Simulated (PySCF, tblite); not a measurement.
# C₇H₁₃BO₂: geometry, infrared bands and NMR shifts

What infrared bands and NMR shifts should C₇H₁₃BO₂ (`C=CC(=O)[C@@H]1C[BH2-][O+](C)C1`) show?

Computed with tblite 0.8.0 and PySCF 2.14.0, with density-fitted response routines of our own, on a single molecule in the gas phase. Atoms count from 0, in the outputs and in this text.

## 1. The starting structure

23 atoms, charge 0, multiplicity 1; geometry from: force field or distance geometry start.

Bonds of the start (Å): C0–C1 1.34, C1–C2 1.46, C2–O3 1.27, C2–C4 1.52, C4–C5 1.52, C5–B6 1.59, B6–O7 1.50, O7–C8 1.42, O7–C9 1.41, C9–C4 1.53, C0–H10 1.07, C0–H11 1.08, C1–H12 1.10, C4–H13 1.10, C5–H14 1.11, C5–H15 1.10, B6–H16 1.19, B6–H17 1.20, C8–H18 1.12, C8–H19 1.11, C8–H20 1.12, C9–H21 1.12, C9–H22 1.13.

## 2. Optimising the geometry with GFN2-xTB

What the job is given:

```
{"job": {"kind": "relax", "xc": "GFN2-xTB", "basis": "xTB"}, "charge": 0, "multiplicity": 1}
C      4.122200     0.183200     0.066700
C      2.880900     0.051500     0.554900
C      1.700400    -0.070300    -0.292400
O      1.807500    -0.025600    -1.560900
C      0.322100    -0.224000     0.332700
C     -0.388400    -1.492000    -0.117700
B     -1.911800    -1.034300    -0.197700
O     -1.945500     0.426000     0.155100
C     -2.867400     1.116000    -0.677000
C     -0.636900     0.900600    -0.059100
H      4.957400     0.264000     0.735200
H      4.288600     0.219200    -0.997900
H      2.760100     0.018200     1.650600
H      0.410400    -0.235500     1.433800
H     -0.243100    -2.298800     0.627500
H     -0.053000    -1.832600    -1.107000
H     -2.337200    -1.273100    -1.284200
H     -2.555600    -1.651100     0.606000
H     -2.868500     2.204700    -0.415000
H     -2.643200     1.017900    -1.760700
H     -3.911200     0.763400    -0.486100
H     -0.451200     1.203400    -1.124900
H     -0.441300     1.796200     0.594700
```

Started as:

```
$ OMP_NUM_THREADS=1 python probes_run.py task.json out
```

This one command runs all jobs of the session in turn.

**Question.** This job is followed by: GFN2-xTB harmonic vibrations, gas phase; GIAO PBE0/pcSseg-1 NMR shielding, non-relativistic, gas phase. Predict these results of the whole session: strongest single infrared mode (GFN2-xTB); zero-point energy (GFN2-xTB); 13C shifts against TMS (PBE0/pcSseg-1); 1H shifts against TMS (PBE0/pcSseg-1, means over atoms taken as alike); 17O shifts against H2O (PBE0/pcSseg-1); 11B shifts against BF3·OEt2 (PBE0/pcSseg-1); surface potential, 1st and 99th percentile.

**Answer**, as computed:

| quantity | value |
| --- | --- |
| strongest single infrared mode (GFN2-xTB) | 1718 cm⁻¹, 242 km/mol |
| zero-point energy (GFN2-xTB) | 118.0 kcal/mol |
| 13C shifts against TMS (PBE0/pcSseg-1) | 203.2, 140.5, 138.2, 82.2, 64.6, 56.5, 23.4 ppm |
| 1H shifts against TMS (PBE0/pcSseg-1, means over atoms taken as alike) | 7.02, 6.78, 6.11, 4.00, 3.96, 3.68, 3.60, 3.32, 3.15, 1.26, 0.93 ppm |
| 17O shifts against H2O (PBE0/pcSseg-1) | 574.3, 23.6 ppm |
| 11B shifts against BF3·OEt2 (PBE0/pcSseg-1) | 5.9 ppm |
| surface potential, 1st and 99th percentile | -1.51 V and 1.28 V |

In words: The optimisation took 164 steps and gained 0.758 eV; among the close pairs (by a distance rule), B6–O7 changed most, from 1.503 to 1.663 Å. All 63 modes are real, so the xTB geometry is a minimum. The strongest single mode, at 1718 cm⁻¹, moves mainly C2 and O3. GFN2-xTB is a fitted tight-binding method: band positions and strengths are rough. Its intensities can rank the bands wrongly. The most deshielded carbon is C2 (ketone carbonyl carbon), at 203.2 ppm: the double bond to the heteroatom, with no lone-pair donor beside it, deshields it most. At PBE0/pcSseg-1: Shielding is most anisotropic at O3 (span 1161 ppm, paramagnetic term -640 ppm). By nearest atom (PBE0/pcSseg-1), the HOMO sits on O3 46 %; C4, C5 about 9 % each and the LUMO on C0, C2 about 24 % each; O3 17 %.
